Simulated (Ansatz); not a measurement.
# GaH4N: the cost of one run

Computed with Ansatz 0.2.0, Gaussian basis. Level: PBE0-D4/def2-TZVP structures, single points in def2-TZVPP, no counterpoise correction.

Levels: SPW92, PBE-D4, BLYP-D4, r2SCAN-D4, B97M-V, PBE0-D4, B3LYP-D4, r2SCAN0-D4, BHLYP-D4, CAM-B3LYP-D4, wB97X-V, wB97M-V, B2PLYP, PBE-QIDH, RPA on PBE, Hartree-Fock, MP2, CCSD, CCSD(T).

Cores are frozen in the correlated methods. Filled d shells of the heavier atoms are correlated. B3LYP uses VWN-RPA correlation. B2PLYP carries no dispersion term here.

94 further runs of the same task are left out: 94 set aside as unsound or not needed.

## 1. Where the work starts

The complex: 10 atoms, charge 0, spin multiplicity 1.

Atoms are counted from 1 here; the program's logs count them from 0.

Bond lengths: Ga1–N2 1.865 Å, Ga1–H3 1.570 Å, Ga1–H4 1.570 Å, Ga1–P6 2.625 Å, N2–H7 1.008 Å, N2–H8 1.008 Å, H5–P6 1.410 Å, P6–H9 1.410 Å, P6–H10 1.417 Å. Angles: N2–Ga1–H3 116.7°, N2–Ga1–H4 116.7°, N2–Ga1–P6 86.2°, H3–Ga1–H4 123.9°, H3–Ga1–P6 99.5°, H4–Ga1–P6 99.5°, Ga1–N2–H7 118.8°, Ga1–N2–H8 118.7°, H7–N2–H8 109.6°, Ga1–P6–H5 110.8°, Ga1–P6–H9 110.8°, Ga1–P6–H10 135.8°, H5–P6–H9 97.6°, H5–P6–H10 97.6°, H9–P6–H10 97.6°.

As a file:

```xyz
10

Ga   -1.0490   -0.3788    0.6942
N     0.0764    0.9517    1.3592
H    -2.3655    0.0993   -0.0158
H    -0.8308   -1.8312    1.2498
H     0.7195    0.8245   -1.9379
P     0.5592   -0.4598   -1.3795
H     0.6417    0.7488    2.1690
H    -0.2707    1.8964    1.4166
H     1.8941   -0.6513   -0.9692
H     0.6250   -1.1994   -2.5864
```

Its parts: GaNH4 holds atoms 1, 2, 3, 4, 7, 8; PH3 holds atoms 5, 6, 9, 10. Each part counts its atoms afresh in its own runs.

## 2. Relaxing GaNH4 alone

Contents of relax-a/in.yaml:

```yaml
crystal:
  periodic: [false, false, false]
  atoms:
    - {symbol: Ga, position_ang: [-1.048973, -0.378762, 0.694216]}
    - {symbol: N, position_ang: [0.076417, 0.951668, 1.359243]}
    - {symbol: H, position_ang: [-2.365489, 0.099254, -0.015828]}
    - {symbol: H, position_ang: [-0.830809, -1.831215, 1.249755]}
    - {symbol: H, position_ang: [0.641724, 0.748765, 2.168986]}
    - {symbol: H, position_ang: [-0.270736, 1.896449, 1.416590]}
basis:
  gaussian: {orbitals: def2-TZVP}
hamiltonian: {xc: pbe0, dispersion: d4}
relax: {f_tol: 0.005, max_steps: 200}
```

Command:

```
> ansatz run in.yaml --threads 4 --pin off --events-out ev --progress --plain --max-ram 9574MiB
```

**Question.** How long does this run take on 4 threads of Arm Neoverse V1, shared host?

About 5.5 s.
